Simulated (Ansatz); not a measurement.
**FeNiPt2: ferro- or antiferromagnet**

Aim: compare arrangements of the moments in a cell of FeNiPt2: parallel, none, and patterns of up and down. The runs shown use PAW. Its runs: parallel moments (PAW); no spin polarisation (PAW); moments start +-++ (PAW); moments start +-+- (PAW); moments start ++-- (PAW); moments start +--- (PAW); moments start +++- (PAW).

Method: DFT, PBEsol, PAW with Ansatz's default frozen-core files, scalar-relativistic, in Ansatz 0.2.0.

### 1 Starting point

It takes space group P4/mmm (No. 123, tetragonal). The conventional cell has a = 3.858 Å, b = 3.858 Å, c = 3.640 Å, α = 90.00°, β = 90.00°, γ = 90.00°. Fe (site symmetry 4/mmm) is surrounded by 8 Pt at 2.65 Å and 4 Ni at 2.73 Å. Ni (site symmetry 4/mmm) has 8 Pt at 2.65 Å and 4 Fe at 2.73 Å as nearest neighbours. Pt (site symmetry mmm) has 4 Fe at 2.65 Å and 4 Ni at 2.65 Å and 4 Pt at 2.73 Å as nearest neighbours.

As a file:

```
Fe Ni Pt
1.0
     3.85791    0.00000    0.00000
     0.00000    3.85791    0.00000
     0.00000    0.00000    3.63963
Fe Ni Pt
1 1 2
Direct
  0.00000 0.00000 0.00000
  0.50000 0.50000 0.00000
  0.50000 0.00000 0.50000
  0.00000 0.50000 0.50000
```

In patterns such as +-, the signs follow the magnetic atoms in the order of the input.

Atoms are numbered in the order of the input: Fe1, Ni2, Pt3, Pt4.

### 2 Parallel moments, PAW

input.yaml

```yaml
crystal:
  lattice:
    - [3.8579134, 0.0, 0.0]
    - [0.0, 3.8579134, 0.0]
    - [0.0, 0.0, 3.63962714]
  atoms:
    - { symbol: Fe, position: [0.0, 0.0, 0.0], spin: 3.0 }
    - { symbol: Ni, position: [0.5, 0.5, 0.0], spin: 1.5 }
    - { symbol: Pt, position: [0.5, 0.0, 0.5], spin: 0.6 }
    - { symbol: Pt, position: [0.0, 0.5, 0.5], spin: 0.6 }
magnetization:
  spin_polarized: true
kpoints:
  mp_grid: { grid: [8, 8, 8] }
scf:
  occupations: { method: fermi_dirac, width: 0.03 }
  lower_state_search: "off"
hamiltonian:
  xc: pbesol
  pseudopotentials: { kind: paw }
output:
  forces: true
  stress: true
  eigenvalues: true
  populations: true
```

Run with:

```
$ ansatz run input.yaml --threads 2 --pin off --max-ram 6144MiB --backend cpu --events-out ev --progress --plain --runs-dir out
```

### 3 No spin polarisation, PAW

input.yaml

```yaml
crystal:
  lattice:
    - [3.8579134, 0.0, 0.0]
    - [0.0, 3.8579134, 0.0]
    - [0.0, 0.0, 3.63962714]
  atoms:
    - { symbol: Fe, position: [0.0, 0.0, 0.0] }
    - { symbol: Ni, position: [0.5, 0.5, 0.0] }
    - { symbol: Pt, position: [0.5, 0.0, 0.5] }
    - { symbol: Pt, position: [0.0, 0.5, 0.5] }
kpoints:
  mp_grid: { grid: [8, 8, 8] }
scf:
  occupations: { method: fermi_dirac, width: 0.03 }
  lower_state_search: "off"
hamiltonian:
  xc: pbesol
  pseudopotentials: { kind: paw }
output:
  forces: true
  stress: true
  eigenvalues: true
```

### 4 Moments start +-++, PAW

input.yaml

```yaml
crystal:
  lattice:
    - [3.8579134, 0.0, 0.0]
    - [0.0, 3.8579134, 0.0]
    - [0.0, 0.0, 3.63962714]
  atoms:
    - { symbol: Fe, position: [0.0, 0.0, 0.0], spin: 3.0 }
    - { symbol: Ni, position: [0.5, 0.5, 0.0], spin: -1.5 }
    - { symbol: Pt, position: [0.5, 0.0, 0.5], spin: 0.6 }
    - { symbol: Pt, position: [0.0, 0.5, 0.5], spin: 0.6 }
magnetization:
  spin_polarized: true
kpoints:
  mp_grid: { grid: [8, 8, 8] }
scf:
  occupations: { method: fermi_dirac, width: 0.03 }
  lower_state_search: "off"
hamiltonian:
  xc: pbesol
  pseudopotentials: { kind: paw }
output:
  forces: true
  stress: true
  eigenvalues: true
  populations: true
  write_density: true
  write_potential: true
  elf: true
  volumetric_format: npy
```

### 5 Moments start +-+-, PAW

Changes to input.yaml since step 4:

```diff
@@ -9,3 +9,3 @@
     - { symbol: Pt, position: [0.5, 0.0, 0.5], spin: 0.6 }
-    - { symbol: Pt, position: [0.0, 0.5, 0.5], spin: 0.6 }
+    - { symbol: Pt, position: [0.0, 0.5, 0.5], spin: -0.6 }
 magnetization:
@@ -25,5 +25 @@
   populations: true
-  write_density: true
-  write_potential: true
-  elf: true
-  volumetric_format: npy
```

### 6 Moments start ++--, PAW

Changes to input.yaml since step 5:

```diff
@@ -7,4 +7,4 @@
     - { symbol: Fe, position: [0.0, 0.0, 0.0], spin: 3.0 }
-    - { symbol: Ni, position: [0.5, 0.5, 0.0], spin: -1.5 }
-    - { symbol: Pt, position: [0.5, 0.0, 0.5], spin: 0.6 }
+    - { symbol: Ni, position: [0.5, 0.5, 0.0], spin: 1.5 }
+    - { symbol: Pt, position: [0.5, 0.0, 0.5], spin: -0.6 }
     - { symbol: Pt, position: [0.0, 0.5, 0.5], spin: -0.6 }
```

### 7 Moments start +---, PAW

Changes to input.yaml since step 6:

```diff
@@ -7,3 +7,3 @@
     - { symbol: Fe, position: [0.0, 0.0, 0.0], spin: 3.0 }
-    - { symbol: Ni, position: [0.5, 0.5, 0.0], spin: 1.5 }
+    - { symbol: Ni, position: [0.5, 0.5, 0.0], spin: -1.5 }
     - { symbol: Pt, position: [0.5, 0.0, 0.5], spin: -0.6 }
```

### 8 Moments start +++-, PAW

Changes to input.yaml since step 7:

```diff
@@ -7,4 +7,4 @@
     - { symbol: Fe, position: [0.0, 0.0, 0.0], spin: 3.0 }
-    - { symbol: Ni, position: [0.5, 0.5, 0.0], spin: -1.5 }
-    - { symbol: Pt, position: [0.5, 0.0, 0.5], spin: -0.6 }
+    - { symbol: Ni, position: [0.5, 0.5, 0.0], spin: 1.5 }
+    - { symbol: Pt, position: [0.5, 0.0, 0.5], spin: 0.6 }
     - { symbol: Pt, position: [0.0, 0.5, 0.5], spin: -0.6 }
```

(Steps that only read results are left out.)

**Question.** What will these runs give? Wanted: lowest state.

The runs gave:

| quantity | value |
| --- | --- |
| lowest state (PAW), reached from several starts | Fe1 3.20, Ni2 0.84, Pt3 0.41, Pt4 0.41 μB |
| its gain over no spin (PAW) | 1052.2 meV/cell |

What this shows: By PAW the starts «moments start +++-» and «moments start +---» end in one state, the lowest found. A run can end in another pattern than it began with. Only this cell's orders were tried, so longer waves of spin are out of reach. Other magnetic orders may lie lower; this is the state that the run reached. Spin-orbit coupling is left out, though the cell holds Pt; in elements this heavy it can shift bands and gaps by tenths of an eV. The k mesh (8×8×8) wasn't tested for convergence.
